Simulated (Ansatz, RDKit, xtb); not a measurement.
**Isomers of C5H7BS, a sample narrowed down**

Which of a sample of isomers of C5H7BS is the most stable in the gas at 298.15 K, and what are its properties? The sample is small against all isomers, and the most stable one of this formula need not be in it.

The funnel: GFN2-xTB relaxations, single points with a density functional, relaxations at PBE0-D3(BJ)/def2-SVP, harmonic vibrations (at GFN2-xTB), and a last energy at a higher level. All values are calculated.

1 further run of the same task is left out (set aside as unsound or not needed).

## Step 1: Drawing up candidates

Isomers were taken from a list of plausible structures; this is a sample, not all of them. That gives 6 candidates.

| label | SMILES | spin |
| --- | --- | --- |
| c006 | BS/C=C\CC#C | singlet |
| c072 | C#CB(C=C)SC | singlet |
| c166 | Bc1cc(C)cs1 | singlet |
| c487 | Bc1sccc1C | singlet |
| c578 | BCc1ccsc1 | singlet |
| c688 | CBc1cccs1 | singlet |

Candidates are built by distance geometry, with a force field where one applies, in up to four conformers (letters a to d).

**Question.** With final energies at CCSD(T)/def2-SVP + MP2/def2-TZVPP - MP2/def2-SVP, which structure will this search put lowest in free energy, and by what margin?

| quantity | value |
| --- | --- |
| lowest structure found | CBc1cccs1, singlet |
| next finalist | Bc1cc(C)cs1, singlet, 8.4 kcal/mol higher in G |
| share at equilibrium, among the finalists | 100.0 % |

The search ends on `CBc1cccs1`. Among the finalists first place is clear (8.4 kcal/mol); structures outside the list aren't covered. HF/STO-3G, r2SCAN-D4/def2-SVP, PBE0-D3(BJ)/def2-SVP, HF/def2-SVP and MP2/def2-SVP already put its bonding pattern lowest among the structures in one piece; GFN2-xTB favours the singlet Bc1cc(C)cs1. Lowest found is not proven lowest: the search is finite, and each finalist counts with one conformer. Only 6 drawn patterns were tried, so whole families of isomers are missing, and the result ranks this sample alone. The lowest isomer need not be the one that is made and kept in a bottle, which depends on barriers.
